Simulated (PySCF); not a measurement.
# HNdO2 (Nd(O)(OH)): the cost of one run

Computed with PySCF 2.14.0. Level: PBE0, Nd lcecp-1-SVP with ECP49, O def2-SVP, H def2-SVP; scalar-relativistic core potentials, no spin–orbit coupling.

1 further run of the same task is left out (for a known fault of the program).

**1. The system as given**

4 atoms, charge 0, spin multiplicity 1.

Bond lengths: Nd1–O2 1.867 Å, Nd1–O3 2.220 Å, O3–H4 0.966 Å. Angles: O2–Nd1–O3 131.8°, Nd1–O3–H4 158.7°.

As a file:

```
Nd    0.00000    0.00000    0.00000
O     1.70380    0.00000    0.76250
O    -2.02620    0.00000    0.90680
H    -2.98570    0.09060    0.96580
```

Formal oxidation states: Nd +3. Each metal's 3 4f electrons lie in its core potential, so multiplicities, spins and levels count the valence alone.

**2. SCF at the start, singlet**

run.py (the lines that set the calculation) reads:

```python
mol = gto.M(atom='''
Nd     0.00000     0.00000     0.00000
O      1.70380     0.00000     0.76250
O     -2.02620     0.00000     0.90680
H     -2.98570     0.09060     0.96580''',
    basis={'Nd': 'lcecp-1-SVP', 'O': 'def2-SVP', 'H': 'def2-SVP'},
    ecp={'Nd': 'lcecp-1-SVP'},
    charge=0, spin=0)
mf = dft.RKS(mol, xc='PBE0')
mf.grids.atom_grid = (50, 194)  # f atoms: unpruned, at least (60, 302)
mf = mf.density_fit()  # fitting sets: Nd AutoAux, O def2-universal-JKFIT, H def2-universal-JKFIT
mf.conv_tol = 1e-08; mf.max_cycle = 55
mf.kernel(dm0)  # dm0: free metal ions and neutral atoms
```

Run with:

```bash
OMP_NUM_THREADS=2 python run.py
```

Q: Estimate wall time and peak memory on 2 threads of Arm Neoverse V1, shared host.

About 1.8 s, with a peak of 0.35 GiB.
